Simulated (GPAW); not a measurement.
# GaH2O2 (SMILES [OH][Ga][OH]) at 3 levels

Wanted: a comparison of 3 runs (UPBE/real-space grid, UPBE/dzp) of GaH2O2. 

The calculation is run with GPAW 26.7.0.

## (1) The system as given

The species is GaH2O2 (5 atoms), meant as a doublet with charge 0. SMILES: `[OH][Ga][OH]`. The shape is that of a PBE0-D4/def2-TZVP optimisation. This is one conformer, not always the lowest.

Bond lengths: O1–Ga2 1.804 Å, Ga2–O3 1.795 Å, O1–H4 0.960 Å, O3–H5 0.963 Å. Angles: O1–Ga2–O3 114.9°, Ga2–O1–H4 114.9°, Ga2–O3–H5 111.1°.

## (2) Energy and one-electron properties at UPBE/real-space grid (scalar-relativistic datasets) (run 1)

File gs.xyz:

```xyz
5

O     -0.370600     0.021600    -1.274400
Ga    -0.311700    -0.753800     0.353600
O      0.618200     0.154900     1.591100
H     -0.867400    -0.464600    -1.936500
H      0.981500     0.968200     1.224700
```

File gs_sp.py:

```python
import numpy as np
from ase.io import read
from ase.units import Debye
from gpaw import GPAW

# Geometry
mol = read("gs.xyz")
mol.center(vacuum=4.5)
mol.set_initial_magnetic_moments([0.333333, 0.333333, 0.333333, 0.0, 0.0])

# Calculator
calculator = GPAW(mode="fd",
                  symmetry="off",
                  xc="PBE",
                  maxiter=150,
                  occupations={"name": "fermi-dirac", "width": 0.0, "fixmagmom": True},
                  h=0.18,
                  txt="-")
mol.calc = calculator

energy = mol.get_potential_energy()
print(f"Energy: {energy:.5f} eV")
forces = mol.get_forces()
print("Forces (eV/Ang)")
for symbol, f in zip(mol.symbols, forces):
    print(f'{symbol:2} {f[0]:9.4f} {f[1]:9.4f} {f[2]:9.4f}')
dipole = mol.get_dipole_moment() / Debye
print(f"Dipole = {np.linalg.norm(dipole):.3f} D")
print("Moments:", mol.get_magnetic_moments().round(3))
```

The run is started by

```console
$ python3 -u gs_sp.py | tee gs_sp.out
```

Standard output:

```text
[...]
Number of symmetries: 1
[...]
  Number of IBZ points: 1
[...]
Spin-components: 2 (collinear spins)
Bands:           14
[...]
  Valence electrons: 17.0
[...]
  Grid points: [60 60 68]
  Charge: 0.0  # |e|
[...]
    cutoffs:
[...]
occupation numbers:
  Fixed magnetic moment: 1.000
[...]
xc functional:
  name: PBE with 2 nearest neighbor stencil
[...]
|iter     |     time |      energy | eigst |  dens |  magmom |
[...]
|iter:   1| 00:00:12 |  -27.351635 | +0.99 |       |  +0.9859|
[...]
|iter:  14| 00:01:57 |  -23.382331c| -7.52c| -5.40c|  +1.0000|
Converged in 14 steps
[...]
Energy contributions relative to reference atoms: (reference = -56991.356456)
Energy contributions:
  Kinetic:          43.197820
  Coulomb:         -43.427648
  Zero:              1.076811
  External:          0.000000
  Xc:              -24.229315
  Entropy:           0.000000
  Spinorbit:         0.000000
  ----------------------------
  Free energy:     -23.382331
  Extrapolated:    -23.382331
dipole moment: (-0.190916, -0.185646, -0.260128)  # |e|*Ang
Total magnetic moment: (0.000000, 0.000000, 0.999999)
Local magnetic moments
|        x |        y |         z |
|----------|----------|-----------|
| 0.000000 | 0.000000 |  0.111140 |  # O    0
| 0.000000 | 0.000000 |  0.270311 |  # Ga   1
| 0.000000 | 0.000000 |  0.064903 |  # O    2
| 0.000000 | 0.000000 | -0.001175 |  # H    3
| 0.000000 | 0.000000 |  0.004345 |  # H    4
Fermi levels: -5.546, -4.392
Eigenvalues  # (at kpt = [0.000, 0.000, 0.000])
| band index |      eig [eV] | occ [0-1] |      eig [eV] | occ [0-1] |
|------------|---------------|-----------|---------------|-----------|
|          0 |       -24.506 |     1.000 |       -24.269 |     1.000 |
|          1 |       -24.127 |     1.000 |       -23.947 |     1.000 |
|          2 |       -12.642 |     1.000 |       -12.437 |     1.000 |
|          3 |       -11.678 |     1.000 |       -11.512 |     1.000 |
|          4 |        -9.291 |     1.000 |        -8.915 |     1.000 |
|          5 |        -8.183 |     1.000 |        -7.914 |     1.000 |
|          6 |        -7.857 |     1.000 |        -7.748 |     1.000 |
|          7 |        -7.229 |     1.000 |        -7.155 |     1.000 |
|          8 |        -5.546 |     1.000 |        -4.392 |     0.000 |
|          9 |        -1.620 |     0.000 |        -0.988 |     0.000 |
|         10 |        -0.670 |     0.000 |        -0.451 |     0.000 |
|         11 |        -0.431 |     0.000 |        -0.201 |     0.000 |
[...]
Gap: 1.609 eV
Transition (v -> c):
[...]
Forces (eV/Ang)
O     0.2656    0.9943   -1.0104
Ga   -0.8006   -1.4759    0.2401
O     0.6452    0.3328    1.4031
H    -0.3260   -0.3316   -0.4211
H     0.2004    0.4960   -0.2603
Dipole = 1.788 D
Moments: [ 0.111  0.27   0.065 -0.001  0.004]
```

It took 2 min on 1 thread of Intel Xeon at 2.50GHz (Skylake/Cascade Lake), shared host; peak memory 0.83 GiB.

## (3) The solvation energy at UPBE/real-space grid (scalar-relativistic datasets, continuum, electrostatics alone, water's cavity dichloromethane) (run 2)

File run.py:

```python
import numpy as np
from ase import Atoms
from ase.units import Bohr, Debye, kcal, mol
from gpaw import GPAW
from gpaw.solvation import EffectivePotentialCavity, GradientSurface, LinearDielectric, Power12Potential, SolvationGPAW

# Structure
positions_bohr = np.array(
              [[ -0.700333,   0.040818,  -2.408267],
               [ -0.589028,  -1.424476,   0.668207],
               [  1.168229,   0.292719,   3.006743],
               [ -1.639148,  -0.877967,  -3.659455],
               [  1.854766,   1.829633,   2.314348]])
molecule = Atoms('OGaOHH', positions=positions_bohr * Bohr)
molecule.center(vacuum=4.5)
molecule.set_initial_magnetic_moments([1.0, 0.0, 0.0, 0.0, 0.0])

# Calculator
gpaw_calc = GPAW(mode='fd',
                 h=0.22,
                 xc='PBE',
                 occupations={'name': 'fermi-dirac', 'width': 0.0, 'fixmagmom': True},
                 maxiter=100,
                 symmetry='off',
                 legacy_gpaw=True,
                 txt='-')
molecule.calc = gpaw_calc
e_gas = molecule.get_potential_energy()
mu_gas = np.linalg.norm(molecule.get_dipole_moment()) / Debye

# Dielectric constant of dichloromethane; cavity of the water model, electrostatics alone
solvent = dict(cavity=EffectivePotentialCavity(effective_potential=Power12Potential(atomic_radii={'H': 1.09}, u0=0.18),
                                               temperature=298.15, surface_calculator=GradientSurface()),
               dielectric=LinearDielectric(epsinf=8.93),
               interactions=[])
gpaw_calc = SolvationGPAW(mode='fd',
                          h=0.22,
                          xc='PBE',
                          occupations={'name': 'fermi-dirac', 'width': 0.0, 'fixmagmom': True},
                          maxiter=100,
                          symmetry='off',
                          txt='-',
                          **solvent)
molecule.calc = gpaw_calc
e_sol = molecule.get_potential_energy()
mu_sol = np.linalg.norm(molecule.get_dipole_moment()) / Debye
dg = (e_sol - e_gas) / (kcal / mol)
print(f'Electrostatic solvation energy: {dg:.2f} kcal/mol')
print(f'Dipole {mu_gas:.3f} D in gas, {mu_sol:.3f} D in solution')
```

The run is started by

```console
$ python run.py
```

Standard output:

```text
[...]
    cutoffs:
[...]
  Total Charge: 0.000000
[...]
Number of atoms: 5
[...]
Number of bands in calculation: 14
Number of valence electrons: 17
[...]
iter:   1 hh:mm:ss   -27.531381                   +1.0028
[...]
Converged after 18 iterations.
Dipole moment: (-0.191522, -0.185980, -0.261184) |e|*Ang
Total magnetic moment: (0.000000, 0.000000, 1.000000)
[...]
Fermi levels: -3.00790, -4.96917
[...]
      Finite-difference x-derivative with O(h^6) error (6 points)
      Finite-difference y-derivative with O(h^6) error (6 points)
      Finite-difference z-derivative with O(h^6) error (6 points)
    Max iterations: 1000
[...]
iter:  18 hh:mm:ss   -24.126873c  -7.44c -5.65c   +1.0000
Converged after 18 iterations.
Dipole moment: (-0.257385, -0.264918, -0.322252) |e|*Ang
Total magnetic moment: (0.000000, 0.000000, 1.000000)
Local magnetic moments:
   0 O  ( 0.000000,  0.000000,  0.103144)
   1 Ga ( 0.000000,  0.000000,  0.281210)
   2 O  ( 0.000000,  0.000000,  0.064422)
   3 H  ( 0.000000,  0.000000, -0.001143)
   4 H  ( 0.000000,  0.000000,  0.004313)
Energy contributions relative to reference atoms: (reference = -56991.356456)
Kinetic:        +44.494748
Potential:      -45.997117
External:        +0.000000
XC:             -24.518544
Entropy (-ST):   +0.000000
Local:           +1.894040
--------------------------
Free energy:    -24.126873
Extrapolated:   -24.126873
Solvation cavity surface area: 99.48393
Solvation cavity volume: not calculated (no calculator defined)
Spin contamination: 0.018259 electrons
[...]
 Band  Eigenvalues  Occupancy  Eigenvalues  Occupancy
    0    -24.22941    1.00000    -24.02346    1.00000
    1    -23.92495    1.00000    -23.73662    1.00000
    2    -12.41156    1.00000    -12.20173    1.00000
    3    -11.49210    1.00000    -11.33243    1.00000
    4     -9.10878    1.00000     -8.77991    1.00000
    5     -8.13978    1.00000     -7.87183    1.00000
    6     -7.73342    1.00000     -7.63021    1.00000
    7     -7.16289    1.00000     -7.08728    1.00000
    8     -5.23002    1.00000     -4.07134    0.00000
    9     -1.26672    0.00000     -0.63722    0.00000
   10     -0.47516    0.00000     -0.25364    0.00000
   11     -0.19383    0.00000      0.04118    0.00000
   12      0.80211    0.00000      1.28300    0.00000
   13      1.32434    0.00000      1.64793    0.00000
Fermi levels: -2.66903, -4.65068
Electrostatic solvation energy: -8.48 kcal/mol
Dipole 1.794 D in gas, 2.354 D in solution
```

Run time: 3.7 min. Hardware: 1 thread of Intel Xeon at 2.50GHz (Skylake/Cascade Lake), shared host; peak memory 0.63 GiB.

## (4) Energy and one-electron properties at UPBE/dzp (scalar-relativistic datasets) (run 3)

File sp.py:

```python
import numpy as np
from ase import Atoms
from ase.units import Debye
from gpaw import GPAW

# Set up the molecule
atoms = Atoms('OGaOHH',
    positions=[[ -0.370600,   0.021600,  -1.274400],
               [ -0.311700,  -0.753800,   0.353600],
               [  0.618200,   0.154900,   1.591100],
               [ -0.867400,  -0.464600,  -1.936500],
               [  0.981500,   0.968200,   1.224700]])
atoms.center(vacuum=4.5)
atoms.set_initial_magnetic_moments([0.333333, 0.333333, 0.333333, 0.0, 0.0])

# DFT calculator
gpaw_calc = GPAW(mode='lcao',
                 basis='dzp',
                 h=0.18,
                 xc='PBE',
                 occupations={'name': 'fermi-dirac', 'width': 0.0, 'fixmagmom': True},
                 maxiter=150,
                 symmetry='off',
                 txt='-')
atoms.calc = gpaw_calc

energy = atoms.get_potential_energy()
print(f'Energy = {energy:.5f} eV')
forces = atoms.get_forces()
print('Forces (eV/Ang)')
for symbol, f in zip(atoms.symbols, forces):
    print(f'{symbol:2} {f[0]:9.4f} {f[1]:9.4f} {f[2]:9.4f}')
dipole = atoms.get_dipole_moment() / Debye
print(f'Dipole: {np.linalg.norm(dipole):.3f} D')
print('Moments:', atoms.get_magnetic_moments().round(3))
```

The run is started by

```console
$ python3 -u sp.py | tee sp.out
```

Standard output, shortened:

```text
[...]
Number of symmetries: 1
[...]
  Number of IBZ points: 1
[...]
basis functions: 49
Spin-components: 2 (collinear spins)
Bands:           14
[...]
  Valence electrons: 17.0
[...]
  Grid points: [60 60 68]
  Charge: 0.0  # |e|
[...]
    cutoffs:
[...]
occupation numbers:
  Fixed magnetic moment: 1.000
[...]
xc functional:
  name: PBE with 2 nearest neighbor stencil
[...]
|iter     |     time |      energy | eigst |  dens |  magmom |
[...]
|iter:   1| 00:00:18 |  -23.386307 |      c|       |  +0.9984|
[...]
|iter:  11| 00:00:56 |  -20.789377c|      c| -4.33c|  +1.0000|
Converged in 11 steps
[...]
Energy contributions relative to reference atoms: (reference = -56991.356456)
Energy contributions:
  Kinetic:          52.300586
  Coulomb:         -48.021285
  Zero:              0.552869
  External:          0.000000
  Xc:              -25.621547
  Entropy:           0.000000
  Spinorbit:         0.000000
  ----------------------------
  Free energy:     -20.789377
  Extrapolated:    -20.789377
dipole moment: (-0.157790, -0.122557, -0.268856)  # |e|*Ang
Total magnetic moment: (0.000000, 0.000000, 0.999997)
Local magnetic moments
|        x |        y |         z |
|----------|----------|-----------|
| 0.000000 | 0.000000 |  0.122898 |  # O    0
| 0.000000 | 0.000000 |  0.277132 |  # Ga   1
| 0.000000 | 0.000000 |  0.063083 |  # O    2
| 0.000000 | 0.000000 | -0.001296 |  # H    3
| 0.000000 | 0.000000 |  0.004615 |  # H    4
Fermi levels: -5.093, -3.918
Eigenvalues  # (at kpt = [0.000, 0.000, 0.000])
| band index |      eig [eV] | occ [0-1] |      eig [eV] | occ [0-1] |
[...]
Gap: 1.578 eV
Transition (v -> c):
[...]
Forces (eV/Ang)
O     0.6513    1.7577   -1.1915
Ga   -1.1725   -2.1794    0.3641
O     0.7401    0.1003    2.2233
H    -0.7034   -0.7436   -0.8382
H     0.4487    1.0589   -0.5841
Dipole: 1.609 D
Moments: [ 0.123  0.277  0.063 -0.001  0.005]
```

It took 59 s on 1 thread of Intel Xeon at 2.50GHz (Skylake/Cascade Lake), shared host; peak memory 0.89 GiB.

## (5) Overview of the runs

| run | level | task | grid spacing | energy (Eh) | dipole moment (D) | HOMO energy (eV) | LUMO energy (eV) | wall time |
| --- | --- | --- | --- | --- | --- | --- | --- | --- |
| 1 | UPBE/real-space grid (scalar-relativistic datasets) | properties | 0.18 | -2095.253004 | 1.79 | -5.55 | -4.39 | 2 min |
| 2 | UPBE/real-space grid (scalar-relativistic datasets, continuum, electrostatics alone, water's cavity dichloromethane) | solvation | 0.22 | -2095.280366 | 2.35 | -5.23 | -4.07 | 3.7 min |
| 3 | UPBE/dzp (scalar-relativistic datasets) | properties | 0.18 | -2095.157715 | 1.61 | -5.09 | -3.92 | 59 s |

## (6) Summary of results

```
                                                     quantity        value
run 3: energy as printed (from the program's reference atoms)  -20.7894 eV
                                         run 3: dipole moment       1.61 D
                    run 3: HOMO energy (highest over α and β)     -5.09 eV
                     run 3: LUMO energy (lowest over α and β)     -3.92 eV
                              run 3: largest force on an atom   2.501 eV/Å
```

The dipole moment (its size) runs from 1.61 D (UPBE/dzp) to 2.35 D (UPBE/real-space grid). The two ends differ in basis and solvent. All runs together took 6.6 min, the longest 3.7 min.
